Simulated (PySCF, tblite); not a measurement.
**C5H13N2 radical: geometry, infrared bands and EPR parameters**

Aim: predict the infrared bands and EPR parameters of C5H13N2 radical (`C[CH]CNCCN`).

The runs use tblite 0.8.0 and PySCF 2.14.0, with density-fitted response routines of our own; the level of theory stands in each step. All values are computed, except where a source is named. Atoms count from 0, in the outputs and in this text.

**1. Starting geometry**

20 atoms, charge 0, multiplicity 2; geometry from: force field or distance geometry start.

Bonds of the start (Å): C0–C1 1.49, C1–C2 1.47, C2–N3 1.45, N3–C4 1.47, C4–C5 1.54, C5–N6 1.47, C0–H7 1.08, C0–H8 1.09, C0–H9 1.09, C1–H10 1.09, C2–H11 1.10, C2–H12 1.08, N3–H13 1.03, C4–H14 1.09, C4–H15 1.10, C5–H16 1.09, C5–H17 1.10, N6–H18 1.02, N6–H19 1.03.

**2. Optimising the geometry with GFN2-xTB**

Job settings and geometry (Å):

```
{"job": {"kind": "relax", "xc": "GFN2-xTB", "basis": "xTB"}, "charge": 0, "multiplicity": 2}
C      2.891700     1.894200     0.189900
C      1.599500     1.244000     0.564300
C      0.760200     0.624900    -0.475900
N     -0.197800    -0.269100     0.148800
C     -1.109000    -0.867100    -0.830300
C     -2.091100    -1.852700    -0.170100
N     -2.705800    -1.272000     1.027100
H      3.470500     1.266300    -0.479300
H      2.692800     2.850800    -0.300300
H      3.484300     2.084500     1.086800
H      1.157100     1.496000     1.528700
H      0.217600     1.424700    -1.007800
H      1.368600     0.086100    -1.188400
H      0.327500    -1.029800     0.607200
H     -0.548400    -1.386600    -1.613100
H     -1.689100    -0.066000    -1.306200
H     -2.862300    -2.148900    -0.874400
H     -1.545900    -2.762700     0.129800
H     -3.285000    -0.481800     0.749400
H     -1.940700    -0.824200     1.559900
```

The run is started by

```
OMP_NUM_THREADS=1 python probes_run.py task.json out
```

One launch serves the whole session: the jobs run in the order shown.

**Question.** This job is followed by: GFN2-xTB harmonic vibrations, gas phase; UKS B3LYP, pcH-1 on C H N, non-relativistic, mean-field spin-orbit, GIAO. Predict these results of the whole session: strongest single infrared mode (GFN2-xTB); zero-point energy (GFN2-xTB); g(iso) (B3LYP); ⟨S²⟩; largest a(iso) (averaged by class); surface potential, 1st and 99th percentile.

The runs gave:

| quantity | value |
| --- | --- |
| strongest single infrared mode (GFN2-xTB) | 2790 cm⁻¹, 144 km/mol |
| zero-point energy (GFN2-xTB) | 110.2 kcal/mol |
| g(iso) (B3LYP) | 2.00261 |
| ⟨S²⟩ | 0.754 (exact 0.75) |
| largest a(iso) (averaged by class) | 13C on C1, 95.7 MHz |
| surface potential, 1st and 99th percentile | -1.93 V and 1.16 V |

In words: Over 98 steps the energy fell by 0.121 eV; of the close pairs, C2–H12 changed most, 1.081 to 1.110 Å. The lowest mode is slightly imaginary (18i cm⁻¹), a soft motion within the noise of the Hessian, so the minimum is not strictly shown. The strongest single mode, at 2790 cm⁻¹, moves mainly H14. Unscaled tight-binding wavenumbers are off by several per cent, some by more. Its intensities can rank the bands wrongly. Most of the unpaired spin sits on C1 (1.02 e). The isotropic g lies 0.3 ppt above the free-electron value.
